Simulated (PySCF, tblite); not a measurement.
**C4H12O2Si2: geometry, infrared bands and NMR shifts**

What infrared bands and NMR shifts should C4H12O2Si2 (`C=C[Si@H](OC)[SiH2]OC`) show?

The runs use tblite 0.8.0 and PySCF 2.14.0, with density-fitted response routines of our own; the level of theory stands in each step. All values are computed, except where a source is named. Atoms are numbered from 0 throughout.

## 1. The starting structure

20 atoms, charge 0, multiplicity 1; geometry from: force field or distance geometry start.

Bonds of the start (Å): C0–C1 1.33, C1–Si2 1.83, Si2–O3 1.73, O3–C4 1.38, Si2–Si5 2.18, Si5–O6 1.73, O6–C7 1.42, C0–H8 1.08, C0–H9 1.10, C1–H10 1.10, Si2–H11 1.47, C4–H12 1.12, C4–H13 1.11, C4–H14 1.11, Si5–H15 1.48, Si5–H16 1.49, C7–H17 1.12, C7–H18 1.11, C7–H19 1.09.

## 2. Geometry optimisation with GFN2-xTB

Job settings and geometry (Å):

```
{"job": {"kind": "relax", "xc": "GFN2-xTB", "basis": "xTB"}, "charge": 0, "multiplicity": 1}
C     -1.264900     2.548100    -0.014200
C     -1.730000     1.367400    -0.414600
Si    -0.739600    -0.172100    -0.434100
O     -1.636800    -1.326900     0.481000
C     -2.640700    -1.869200    -0.296300
Si     1.260200    -0.069200     0.424600
O      2.480500     0.543800    -0.631000
C      3.677500    -0.073400    -0.178200
H     -0.252400     2.718400     0.332300
H     -1.976300     3.389600    -0.040400
H     -2.778400     1.308200    -0.736100
H     -0.681400    -0.644500    -1.828300
H     -3.610000    -1.678000     0.234900
H     -2.426100    -2.946600    -0.444000
H     -2.614700    -1.330000    -1.260600
H      1.340300     0.578300     1.754200
H      1.685900    -1.475200     0.682800
H      3.373900    -1.044800     0.297600
H      4.160100     0.508700     0.640300
H      4.367800    -0.322000    -0.982500
```

On the command line:

```sh
> OMP_NUM_THREADS=1 python probes_run.py task.json out
```

The driver reads the jobs from task.json and runs them one after another.

**Question.** This job is followed by: GFN2-xTB harmonic vibrations, gas phase; GIAO PBE0/pcSseg-1 NMR shielding, non-relativistic, gas phase. What will the session give for the following? strongest single infrared mode (GFN2-xTB); zero-point energy (GFN2-xTB); 13C shifts against TMS (PBE0/pcSseg-1); 1H shifts against TMS (PBE0/pcSseg-1, means over atoms taken as alike); 29Si shifts against TMS (PBE0/pcSseg-1); 17O shifts against H2O (PBE0/pcSseg-1).

**Answer**, as computed:

| quantity | value |
| --- | --- |
| strongest single infrared mode (GFN2-xTB) | 2088 cm⁻¹, 531 km/mol |
| zero-point energy (GFN2-xTB) | 93.3 kcal/mol |
| 13C shifts against TMS (PBE0/pcSseg-1) | 143.8, 140.7, 56.3, 54.5 ppm |
| 1H shifts against TMS (PBE0/pcSseg-1, means over atoms taken as alike) | 6.98, 6.35, 6.17, 5.55, 5.12, 5.10, 3.69, 3.62 ppm |
| 29Si shifts against TMS (PBE0/pcSseg-1) | -16.8, -27.1 ppm |
| 17O shifts against H2O (PBE0/pcSseg-1) | 3.0, -10.5 ppm |

**Reading.** Over 183 steps the energy fell by 1.472 eV; of the close pairs, Si5–O6 changed most, 1.726 to 1.628 Å. All 54 modes are real, so the xTB geometry is a minimum. The strongest single mode, at 2088 cm⁻¹, moves mainly H15 and H16. Unscaled tight-binding wavenumbers are off by several per cent, some by more. Its intensities can rank the bands wrongly. C1 (alkene CH) lies farthest downfield among carbon, at 143.8 ppm; as expected for a trigonal carbon in a double bond. The most deshielded hydrogen is H10 (hydrogen on an alkene CH), at 6.98 ppm: attached to an sp2 carbon and in the plane of the double bond.
